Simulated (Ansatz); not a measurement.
# C2H4FNOSi: a ladder of functionals and wavefunction methods

The task here is to estimate one member of a computed series from the others.

Method: functionals in def2-TZVPP, the program's frozen cores in correlated methods; program: Ansatz 0.2.0, Gaussian basis.

Levels to be run: LDA (SPW92), PBE-D4, revPBE-D4, BLYP-D4, r2SCAN-D4, B97M-V, PBE0-D4, B3LYP-D4, r2SCANh-D4, r2SCAN0-D4, HSE06-D4, BHLYP-D4, CAM-B3LYP-D4, LC-ωPBE, ωB97X-V, ωB97M-V, B2PLYP, PBE-QIDH; CCSD(T)/def2-SVP; CCSD(T)/def2-TZVPP; MP2/def2-QZVPP; extrapolation to the limit; RPA on PBE.

## The relaxed structure

The geometry comes from an earlier relaxation with PBE0-D4 in a triple-zeta def2 set; it is a stationary point, not always the lowest conformer.

10 atoms, charge 0, spin multiplicity 1.

Atoms are counted from 1 here; the program's logs count them from 0.

Bond lengths: C1–O2 1.418 Å, C1–H7 1.089 Å, C1–H8 1.094 Å, C1–H9 1.092 Å, O2–Si3 1.606 Å, Si3–F4 1.585 Å, Si3–C5 1.853 Å, Si3–H10 1.465 Å, C5–N6 1.151 Å. Angles: O2–C1–H7 107.8°, O2–C1–H8 111.2°, O2–C1–H9 110.4°, H7–C1–H8 109.0°, H7–C1–H9 109.1°, H8–C1–H9 109.3°, C1–O2–Si3 127.8°, O2–Si3–F4 112.8°, O2–Si3–C5 108.8°, O2–Si3–H10 109.2°, F4–Si3–C5 104.8°, F4–Si3–H10 109.8°, C5–Si3–H10 111.4°, Si3–C5–N6 177.6°.

Set-up of the first run:

File in.yaml:

```yaml
crystal:
  periodic: [false, false, false]
  atoms:
    - {symbol: C, position_ang: [0.084232, -1.083189, -1.145845]}
    - {symbol: O, position_ang: [0.586712, -0.835974, 0.157184]}
    - {symbol: Si, position_ang: [0.081582, 0.261355, 1.215369]}
    - {symbol: F, position_ang: [-1.369165, -0.048255, 1.774460]}
    - {symbol: C, position_ang: [-0.080356, 1.892884, 0.352344]}
    - {symbol: N, position_ang: [-0.145765, 2.893706, -0.213161]}
    - {symbol: H, position_ang: [0.818180, -1.689659, -1.675349]}
    - {symbol: H, position_ang: [-0.067762, -0.148956, -1.694039]}
    - {symbol: H, position_ang: [-0.860421, -1.629014, -1.093014]}
    - {symbol: H, position_ang: [1.035861, 0.335804, 2.325052]}
basis:
  gaussian: {orbitals: def2-TZVPP}
hamiltonian: {xc: lda}
output: {orbitals: {seedname: orbitals}}
```

Run with:

```bash
$ ansatz run in.yaml --threads 4 --pin off --events-out ev --progress --plain --max-ram 10444MiB
```

Steps of the session up to this table: LDA; PBE-D4 (GGA); revPBE-D4 (GGA); BLYP-D4 (GGA); r2SCAN-D4 (meta-GGA); B97M-V (meta-GGA); B3LYP-D4 (hybrid); r2SCANh-D4 (hybrid); r2SCAN0-D4 (hybrid); HSE06-D4 (hybrid); BHLYP-D4 (hybrid); CAM-B3LYP-D4 (range-separated); LC-ωPBE (range-separated); ωB97X-V (range-separated); ωB97M-V (range-separated); B2PLYP (double hybrid); PBE-QIDH (double hybrid).

One of the session's tables, all rows but one given; the rest of the session is left out.

It belongs to the step «Frontier levels by functional». 

| functional | HOMO (eV) | gap (eV) |
| --- | --- | --- |
| LDA (SPW92) | -8.03 | 5.86 |
| PBE-D4 | -7.88 | 5.99 |
| revPBE-D4 | -7.81 | 6.04 |
| BLYP-D4 | ? | ? |
| r2SCAN-D4 | -8.22 | 6.54 |
| B97M-V | -8.32 | 6.66 |
| PBE0-D4 | -9.48 | 8.57 |
| B3LYP-D4 | -9.23 | 8.10 |
| r2SCANh-D4 | -8.82 | 7.50 |
| r2SCAN0-D4 | -9.72 | 8.94 |
| HSE06-D4 | -9.07 | 7.78 |
| BHLYP-D4 | -11.02 | 11.17 |
| CAM-B3LYP-D4 | -10.96 | 11.19 |
| LC-ωPBE | -12.34 | 13.78 |
| ωB97X-V | -11.98 | 13.31 |
| ωB97M-V | -11.90 | 13.06 |

Estimate the missing values for BLYP-D4.

Worked estimate for «HOMO (eV)». Against the share of exact exchange, B3LYP-D4 (0.2, -9.23), BHLYP-D4 (0.5, -11.02) give a slope of -5.97 per unit share; at 0 the line stands at -8.04.

**Answer.** HOMO (eV): -7.78; gap (eV): 6.04. In «HOMO (eV)» the line misses by -0.26.
